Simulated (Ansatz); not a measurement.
Write the native input for Ansatz 0.2.0 that does the following.

```yaml
Task: single point
Functional: LDA
Potentials_or_basis: Ansatz PAW
Cutoff: "420 eV (not typed: the program's choice for these potentials)"
k_mesh: 8 × 8 × 8
Occupations: gaussian, width 0.02 eV
Spin: collinear spin, ferromagnetic start
Starting_moments: "[0.0, 4.0] μB"
```

Crystal: MnHg.

```
Hg Mn
1.0
     3.31500    0.00000    0.00000
     0.00000    3.31500    0.00000
     0.00000    0.00000    3.31500
Hg Mn
1 1
Direct
  0.00000 0.00000 0.00000
  0.50000 0.50000 0.50000
```

One way to write it, as run:

input.yaml

```yaml
crystal:
  lattice:
    - [3.315, 0.0, 0.0]
    - [0.0, 3.315, 0.0]
    - [0.0, 0.0, 3.315]
  atoms:
    - { symbol: Hg, position: [0.0, 0.0, 0.0] }
    - { symbol: Mn, position: [0.5, 0.5, 0.5], spin: 4.0 }
hamiltonian:
  xc: lda
  pseudopotentials: { kind: paw }
magnetization:
  spin_polarized: true
kpoints:
  mp_grid: { grid: [8, 8, 8] }
scf:
  occupations: { method: gaussian, width: 0.02 }
output:
  forces: true
  stress: true
  eigenvalues: true
```

Potentials or basis: Ansatz PAW.

Command:

```console
$ ansatz run input.yaml --threads 2 --pin off --max-ram 5632MiB --backend cpu --events-out ev --progress --plain --runs-dir out
```

Results of the run:

| Quantity | Value |
| --- | --- |
| Pressure | -10.2 GPa |
| Band gap on the k mesh | none (metal or under the smearing width) |
| Net moment | 3.73 μB per cell |
| Absolute moment | 3.95 μB per cell |
| Site moments | Hg -0.03; Mn +3.70 μB |

Caveat: the PAW data sets come from PBE, with cores solved anew for the run's functional, which leaves a small shift of forces and pressure.

Wall time 2.6 s on 2 threads of Arm Neoverse V1, on a shared host, peak memory 0.33 GiB.
